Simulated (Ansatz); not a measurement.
CsLiCr2Te2S3:

```
Cs Li Cr Te S
1.0
     7.05684    0.00000    0.00000
     0.00000    3.98060    0.00000
    -2.67333    0.00000    8.68168
Cs Li Cr Te S
1 1 2 2 3
Cartesian
  -0.4619 0.0000 3.2735
  3.9900 1.9903 6.8484
  -1.6370 0.0000 8.2143
  1.5865 1.9903 8.4356
  3.1793 0.0000 1.3257
  1.9223 0.0000 6.5020
  4.3382 0.0000 5.9471
  -0.4797 1.9903 7.3275
  6.6521 1.9903 0.4651
```

The cell was built by a generator and needn't be a form met in nature.

- Program: Ansatz 0.2.0
- Task: relaxation of cell and atoms
- Functional: PBEsol
- Potentials or basis: Ansatz PAW
- Cutoff: 420 eV (not typed: the program's choice for these potentials)
- k mesh: 3 × 5 × 3
- Occupations: fermi-dirac, width 0.05 eV
- Spin: collinear spin, ferromagnetic start
- Starting moments: [0.0, 0.0, 3.0, 3.0, 0.0, 0.0, 0.0, 0.0, 0.0] μB

At the start: volume 27.10 Å³/atom.

Where does the relaxation end?

It ends after 9 steps and the volume is 25.39 Å³/atom (-6.3 %); space group Pm (No. 6, to 0.05 Å); moment 6.00 μB per cell.

The path:
| step | energy change (eV) | largest force (eV/Å) | volume (Å³) |
| --- | --- | --- | --- |
| 1 | 0.0000 | 0.3334 | 243.87 |
| 2 | -0.0562 | 0.4113 | 232.37 |
| 3 | -0.0919 | 0.1637 | 231.06 |
| 4 | -0.0965 | 0.0949 | 229.57 |
| 5 | -0.0982 | 0.0263 | 228.91 |
| 6 | -0.0985 | 0.0516 | 228.59 |
| 7 | -0.0989 | 0.0149 | 228.53 |
| 8 | -0.0990 | 0.0037 | 228.49 |
| 9 | -0.0974 | 0.0037 | 228.49 |

Final structure:
```yaml
crystal:
  lattice:
    - [6.93127, 0.00000, -0.02236]
    - [0.00000, 3.91277, 0.00000]
    - [-2.65326, 0.00000, 8.43340]
  atoms:
    - { symbol: Cs, position: [0.07905, 0.00000, 0.37867] }
    - { symbol: Li, position: [0.85609, 0.50000, 0.78625] }
    - { symbol: Cr, position: [0.12607, 0.00000, 0.94457] }
    - { symbol: Cr, position: [0.59643, 0.50000, 0.97469] }
    - { symbol: Te, position: [0.51042, 0.00000, 0.15700] }
    - { symbol: Te, position: [0.55342, 0.00000, 0.74884] }
    - { symbol: S, position: [0.87385, 0.00000, 0.68066] }
    - { symbol: S, position: [0.25167, 0.50000, 0.84149] }
    - { symbol: S, position: [0.96745, 0.50000, 0.05577] }
```

Caveat: the plane-wave basis is chosen anew once the cell has moved, so the energies of steps on either side of that aren't comparable; only a ferromagnetic start was run, and an antiferromagnetic order may lie lower in energy; the PAW data sets come from PBE, with cores solved anew for the run's functional, which leaves a small shift of forces and pressure.
